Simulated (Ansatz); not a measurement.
# CH8AlNS: the cost of one run

Program: Ansatz 0.2.0. Level of theory: RKS BHLYP/def2-SVP. These are calculated values, not measurements.

## Step 1: The starting structure

Bond lengths: Al1–S2 2.638 Å, Al1–H3 1.544 Å, Al1–H4 1.537 Å, Al1–N6 2.239 Å, N6–C7 1.455 Å, S2–H8 1.332 Å, N6–H9 1.015 Å, C7–H10 1.094 Å, C7–H11 1.092 Å, C7–H12 1.091 Å. Angles (14 of 16 angles, heavy atoms first): S2–Al1–N6 76.6°, Al1–N6–C7 121.6°, Al1–S2–H8 86.9°, S2–Al1–H3 109.5°, S2–Al1–H4 113.5°, H3–Al1–N6 111.0°, H4–Al1–N6 117.2°, Al1–N6–H9 123.0°, C7–N6–H9 111.4°, N6–C7–H10 111.7°, N6–C7–H11 110.6°, N6–C7–H12 108.7°, H3–Al1–H4 120.7°, H10–C7–H11 108.7°.

Structure file:

```xyz
12

Al   -0.9618   -1.4378    0.0969
S     0.7851   -1.2070    2.0602
H    -0.3031   -2.1611   -1.0970
H    -2.3700   -1.8315    0.5720
H     0.2524    0.2066    1.0893
N    -0.4583    0.7438    0.0895
C     0.4232    1.3187   -0.9159
H     1.7291   -1.4557    1.1536
H    -1.0562    1.4505    0.5050
H     1.1001    2.0620   -0.4842
H    -0.1572    1.7941   -1.7100
H     1.0167    0.5174   -1.3595
```

## Step 2: Pulling towards end A

Springs on the bonds that form and break draw the guess towards this end; the thresholds are loose.

input.yaml

```yaml
crystal:
  periodic: [false, false, false]
  atoms:
    - { symbol: Al, position_ang: [-0.9618, -1.4378, 0.0969] }
    - { symbol: S, position_ang: [0.7851, -1.207, 2.0602] }
    - { symbol: H, position_ang: [-0.3031, -2.1611, -1.097] }
    - { symbol: H, position_ang: [-2.37, -1.8315, 0.572] }
    - { symbol: H, position_ang: [0.2524, 0.2066, 1.0893] }
    - { symbol: "N", position_ang: [-0.4583, 0.7438, 0.0895] }
    - { symbol: C, position_ang: [0.4232, 1.3187, -0.9159] }
    - { symbol: H, position_ang: [1.7291, -1.4557, 1.1536] }
    - { symbol: H, position_ang: [-1.0562, 1.4505, 0.505] }
    - { symbol: H, position_ang: [1.1001, 2.062, -0.4842] }
    - { symbol: H, position_ang: [-0.1572, 1.7941, -1.71] }
    - { symbol: H, position_ang: [1.0167, 0.5174, -1.3595] }
basis:
  gaussian: { orbitals: def2-SVP }
hamiltonian:
  xc: { name: BHLYP }
relax:
  f_tol: 0.15
  max_steps: 25
  restrain:
    - { distance: [0, 5], at: 3.22, k: 30.0 }
    - { distance: [4, 1], at: 2.66, k: 30.0 }
    - { distance: [0, 1], at: 2.26, k: 30.0 }
    - { distance: [4, 5], at: 1.02, k: 30.0 }
```

On the command line:

```bash
$ ansatz run input.yaml --threads 2 --pin off --max-ram 3072MiB --backend cpu --events-out ev --progress --plain --runs-dir out
```

What time and memory should one allow on 2 threads of AMD EPYC 9R45 (Zen 5), shared host?

About 8.2 s, with a peak of 0.24 GiB.
